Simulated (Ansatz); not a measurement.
Crystal: Na3Cl2.

```
CELL_PARAMETERS angstrom
1.75995 -10.17026 0.00000
1.75995 10.17026 0.00000
0.00000 0.00000 3.52764
ATOMIC_POSITIONS crystal
Cl 0.08660 0.91340 0.50000
Cl 0.91340 0.08660 0.50000
Na 0.66899 0.33101 0.00000
Na 0.33101 0.66899 0.00000
Na 0.50000 0.50000 0.00000
```

The cell comes from a database or a generator and needn't be the stable form of this composition.

- Program: Ansatz 0.2.0
- Task: relaxation of cell and atoms
- Functional: r2SCAN
- Dispersion: rVV10
- Potentials or basis: Ansatz PAW
- Cutoff: 500 eV (not typed: the program's choice for these potentials)
- k mesh: 8 × 8 × 8
- Occupations: fermi-dirac, width 0.05 eV
- Spin: no spin polarisation

At the start: volume 25.26 Å³/atom.

**Question.** How do energy, volume and symmetry change on relaxing?

**Answer.** It ends after 5 steps and the volume is 24.08 Å³/atom (-4.7 %); space group Cmmm (No. 65, to 0.05 Å).

The path:
```csv
step,energy change (eV),largest force (eV/Å),volume (Å³)
1,0.0000,0.1181,126.28
2,-0.0226,0.0515,123.76
3,-0.0293,0.0137,120.53
4,-0.0295,0.0039,120.41
5,-0.0291,0.0039,120.41
```

Final structure:
```
Cl Na
1.0
     1.72929  -10.10647    0.00000
     1.72929   10.10647    0.00000
     0.00000    0.00000    3.44474
Cl Na
2 3
Direct
  0.08536 0.91464 0.50000
  0.91464 0.08536 0.50000
  0.66720 0.33280 0.00000
  0.33280 0.66720 0.00000
  0.50000 0.50000 0.00000
```

Caveat: the plane-wave basis is chosen anew once the cell has moved, so the energies of steps on either side of that aren't comparable; an odd number of electrons without spin polarisation forces a metal; a magnetic or distorted state may lie lower; the PAW data sets come from PBE, with cores solved anew for the run's functional, which leaves a small shift of forces and pressure.
